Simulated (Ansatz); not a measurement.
Al3Au in Ansatz: the effect of functional

Crystal: Al3Au.

```
CELL_PARAMETERS angstrom
-2.03875 2.03875 4.08347
2.03875 -2.03875 4.08347
2.03875 2.03875 -4.08347
ATOMIC_POSITIONS crystal
Au 0.00000 0.00000 0.00000
Al 0.50000 0.50000 0.00000
Al 0.25000 0.75000 0.50000
Al 0.75000 0.25000 0.50000
```

The cell comes from a database or a generator and needn't be the stable form of this composition.

The cell isn't the ideal one: volume scaled by 1.02.

Alike in all runs:

| Item | Value |
| --- | --- |
| Program | Ansatz 0.2.0 |
| Task | single point |
| Potentials or basis | Ansatz PAW |
| k mesh | 9 × 9 × 9 |
| Occupations | fermi-dirac, width 0.05 eV |
| Spin | no spin polarisation |

```tsv
functional	cutoff	pressure (GPa)
LDA	420 eV (not typed: the program's choice for these potentials)	-6.5
r2SCAN	500 eV (not typed: the program's choice for these potentials)	-4.6
PBE	420 eV (not typed: the program's choice for these potentials)	?
```

What does the run with functional PBE give?

Pressure -1.4 GPa.

Caveats: the PAW data sets come from PBE, with cores solved anew for the run's functional, which leaves a small shift of forces and pressure (some runs).
